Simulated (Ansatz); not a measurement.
# BGeO (doublet): from Hartree-Fock to the top rungs, cc-pVDZ

Aim: climb from Hartree-Fock through coupled cluster for BGeO (doublet) at one geometry and basis, and see what each rung misses.

Computed with Ansatz 0.2.0, Gaussian basis. Level: cc-pVDZ, core rule «outside noble gas», up to 16 orbitals frozen.

The runs, in order: UHF; CCSD(T) on ROHF; CCSD(T) on UHF; BCCD(T) on ROHF; CISD; CCSDT(Q) on ROHF; CCSDT(Q) on UHF.

26 further runs of the same task are left out: 6 for a known fault of the program, 9 that didn't finish, 11 set aside as unsound or not needed.

### Step 1. The system

The geometry is a PBE0/def2-TZVP stationary point (not a proven minimum). No spin-orbit coupling is included. The filled d shell of Ge may be among the frozen orbitals whatever the setting's name suggests; the logs give the count.

3 atoms, charge 0, spin multiplicity 2.

Atoms are counted from 1 here; the program's logs count them from 0.

Bond lengths: B1–O2 1.282 Å, O2–Ge3 1.826 Å. Angles: B1–O2–Ge3 180.0°.

### Step 2. UHF

Input file in.yaml:

```yaml
crystal:
  periodic: [false, false, false]
  atoms:
    - {symbol: B, position_ang: [0.000000, 0.000000, -1.463800]}
    - {symbol: O, position_ang: [0.000000, 0.000000, -0.181300]}
    - {symbol: Ge, position_ang: [0.000000, 0.000000, 1.645100]}
basis:
  gaussian: {orbitals: cc-pVDZ}
magnetization: {spin_polarized: true, initial_magnetization: 1}
hamiltonian: {xc: hf}
output: {orbitals: {seedname: orbitals}}
```

Started as:

```console
ansatz run in.yaml --threads 1 --pin off --events-out ev --progress --plain --max-ram 2393MiB
```

Further steps of the session: CCSD(T) on ROHF; CCSD(T) on UHF; BCCD(T) on ROHF; CISD; CCSDT(Q) on ROHF; CCSDT(Q) on UHF.

Q: Predict the results of all the runs planned. Wanted: UCCSDT(Q) below the RHF energy; RMP2 from UCCSDT(Q); UMP2 from UCCSDT(Q); RCCSD from UCCSDT(Q); RCCSD(T) from UCCSDT(Q); UCCSD(T) from UCCSDT(Q); RCCSDT(Q) from UCCSDT(Q); T1 diagnostic.

The runs gave:

| quantity | value |
| --- | --- |
| UCCSDT(Q) below the RHF energy | -9.1519 eV |
| RMP2 from UCCSDT(Q) | +23.91 kcal/mol |
| UMP2 from UCCSDT(Q) | +24.02 kcal/mol |
| RCCSD from UCCSDT(Q) | +7.77 kcal/mol |
| RCCSD(T) from UCCSDT(Q) | +1.23 kcal/mol |
| UCCSD(T) from UCCSDT(Q) | +1.17 kcal/mol |
| RCCSDT(Q) from UCCSDT(Q) | +0.16 kcal/mol |
| levels within 1 kcal/mol (43 meV) | RCCSDT, UCCSDT, RCCSDT(Q) |
| T1 diagnostic | 0.022 |

RCCSD(T) lands +1.23 kcal/mol from the yardstick (0.6 % of the correlation energy). These misses are within one basis, not against nature; the frozen cores of restricted and unrestricted runs differ, which can shift their rows.
